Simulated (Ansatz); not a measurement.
BrH5P2Si, SMILES P[SiH](P)Br: an atomisation energy, run with the Ansatz DFT code, driven from Python.

Script `run_tae.py`:
```python
# -*- coding: utf-8 -*-
'''Atomisation energy of BrH5P2Si at the given geometry.'''

from collections import Counter

import ansatz as az


def single_point(molecule, charge=0, unpaired=0):
    calc = (
        molecule.calculation()
        .basis(gaussian='def2-SVP')
        .functional('CAM-B3LYP')
    )
    if charge:
        calc = calc.charge(charge)
    if unpaired:
        calc = calc.spin('collinear', total=unpaired)
    return calc.run(threads=1, backend='cpu').report['free_energy_ev']

geometry_ang = [
    ('P', (-1.6217, -0.1486, 0.7874)),
    ('Si', (-0.0198, 1.0032, -0.2131)),
    ('P', (1.7053, -0.3539, -0.4887)),
    ('Br', (-0.7345, 1.6811, -2.1856)),
    ('H', (-1.6012, -1.2713, -0.0715)),
    ('H', (-0.8225, -0.7388, 1.7928)),
    ('H', (0.3748, 2.1561, 0.6301)),
    ('H', (1.7225, -0.896, 0.8167)),
    ('H', (0.9973, -1.4317, -1.0681)),
]
mol = az.Crystal.molecule()
for symbol, xyz in geometry_ang:
    mol = mol.atom(symbol, xyz)

# unpaired electrons of the ground-state atoms
unpaired = {'P': 3, 'Si': 2, 'Br': 1, 'H': 1}
counts = Counter(site.symbol for site in mol.cartesian_sites)
atom_energy = {s: single_point(az.Crystal.molecule().atom(s, (0, 0, 0)), 0, unpaired[s]) for s in counts}
whole = single_point(mol, 0, 0)
for s, e in atom_energy.items():
    print(f'{s:2s} x{counts[s]}  {e:14.5f} eV')
print(f'BrH5P2Si: {whole:.5f} eV')
split = sum(counts[s] * e for s, e in atom_energy.items()) - whole
print(f'atomisation energy (no zero-point term): {23.060548 * split:.1f} kcal/mol, {split / sum(counts.values()):.3f} eV an atom')
```

What does it cost to take this molecule apart into atoms?

573.6 kcal/mol from the electronic energies, without the zero-point term.

The output:

```console
$ python run_tae.py
P  x2     -9283.31902 eV
Si x1     -7871.66477 eV
Br x1    -70040.04718 eV
H  x5       -13.54842 eV
BrH5P2Si: -96570.96748 eV
atomisation energy (no zero-point term): 573.6 kcal/mol, 2.764 eV an atom
```

Caveats:
- Total energies depend on the basis set; only differences at equal settings carry meaning.
- The geometry is a force-field or estimated start, not a minimum of this method, and the basis set is short of its limit. All parts are taken at fixed geometry, without zero-point energy.
- The spin-orbit lowering of heavy atoms is left out.
- The whole script took 5.7 s on 1 thread of Arm Neoverse V2 (shared host), peak memory 0.37 GiB.

(A comment or docstring line of the script was reworded after the run, the code is as it ran; lines on the test bed's own set-up are left out of the output.)
